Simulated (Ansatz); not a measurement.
# Ti2Be3Ga: the cost of one run

All numbers are computed with the Python package of Ansatz 0.2.0. Level of theory: DFT PBEsol, plane waves, PAW.

### Step 1. The structure

It takes space group R-3m (No. 166, trigonal). The conventional cell has a = 4.657 Å, b = 4.657 Å, c = 11.619 Å, α = 90.00°, β = 90.00°, γ = 120.00°. Ti (site symmetry 3m) is surrounded by 3 Ga at 2.73 Å and 9 Be at 2.74 to 2.77 Å and 4 Ti at 2.86 to 2.90 Å. Be (site symmetry 2/m) is surrounded by 4 Be at 2.33 Å and 2 Ga at 2.36 Å. Around Ga (site symmetry -3m) lie 6 Be at 2.36 Å.

The script reads ti2be3ga.xyz:

```xyz
6
Lattice="2.32868082 1.3444645 3.87309828 -2.32868082 1.3444645 3.87309828 0.0 -2.688929 3.87309828" Properties=species:S:1:pos:R:3 pbc="T T T"
Ti    0.00000000    0.00000000    1.44972396
Ti    0.00000000    0.00000000   10.16957087
Be   -1.16434041   -0.67223225    3.87309828
Be    1.16434041   -0.67223225    3.87309828
Be    0.00000000    1.34446450    3.87309828
Ga    0.00000000    0.00000000    5.80964742
```

### Step 2. The script

ti2be3ga.py

```python
import warnings

import ansatz as az
import numpy as np


def main() -> None:
    warnings.simplefilter("ignore", az.DeckWarning)

    xtal = az.Crystal.from_extxyz("ti2be3ga.xyz")
    host = xtal.supercell(1, 1, 2)
    defective = host.interstitial("H", at=[0.0, 0.125, 0.875])

    def with_settings(structure):
        return (
            structure.calculation()
            .basis(34 * az.Ry)
            .kpoints(spacing=0.61)
            .functional("PBEsol")
            .occupations("fermi_dirac", width=0.1)
            .band_table()
        )


    perfect = with_settings(host).run(threads=1, pin="off").report
    job = (
        with_settings(defective)
        .relax(force_tolerance=0.03, max_steps=40)
    )
    done = job.run(threads=1, pin="off")
    report = done.report

    n_host, n_defect = len(perfect["lattice"]["sites"]), len(report["lattice"]["sites"])
    print(f"perfect cell: {n_host} atoms, F = {perfect['free_energy_ev']:.4f} eV")
    print(f"defect cell:  {n_defect} atoms, F = {report['free_energy_ev']:.4f} eV")
    print(f"difference {report['free_energy_ev'] - perfect['free_energy_ev']:.4f} eV (no chemical potentials)")

    for site in done.lattice.sites:
        print(f"{site.symbol:2s}", " ".join(f"{v:8.4f}" for v in site.position_ang))

    start = np.array([site.position for site in defective.resolved().sites])
    step = np.array([site.position_frac for site in done.lattice.sites]) - start
    moved = np.linalg.norm((step - np.round(step)) @ done.lattice.cell_ang, axis=1)
    print("relaxation by atom (A):", " ".join(f"{site.symbol}:{d:.3f}" for site, d in zip(done.lattice.sites, moved)))


if __name__ == "__main__":
    main()
```

### Step 3. What the engine is handed

The engine receives this input (first run):

```yaml
crystal:
  lattice:
    - [2.32868082, 1.3444645, 3.87309828]
    - [-2.32868082, 1.3444645, 3.87309828]
    - [0.0, -2.688929, 3.87309828]
  atoms:
    - { symbol: Ti, position: [0.12476866969665434, 0.12476866969665434, 0.12476866969665434] }
    - { symbol: Ti, position: [0.8752313294427082, 0.8752313294427082, 0.8752313294427082] }
    - { symbol: Be, position: [0.0, 0.5, 0.5] }
    - { symbol: Be, position: [0.5, 0.0, 0.5] }
    - { symbol: Be, position: [0.5, 0.5, 0.0] }
    - { symbol: Ga, position: [0.5, 0.5, 0.5] }
  supercell: [1, 1, 2]
basis:
  ecutwfc: 462.593566181796
kpoints:
  mp_grid:
    kspacing: 0.61
hamiltonian:
  xc: pbesol
scf:
  occupations:
    method: fermi_dirac
    width: 0.1
output:
  eigenvalues: true
```

### Step 4. The run

On the command line:

```bash
python ti2be3ga.py
```

Q: Estimate wall time and peak memory on 1 thread of Arm Neoverse V2, shared host.

About 84 s, with a peak of 0.54 GiB.
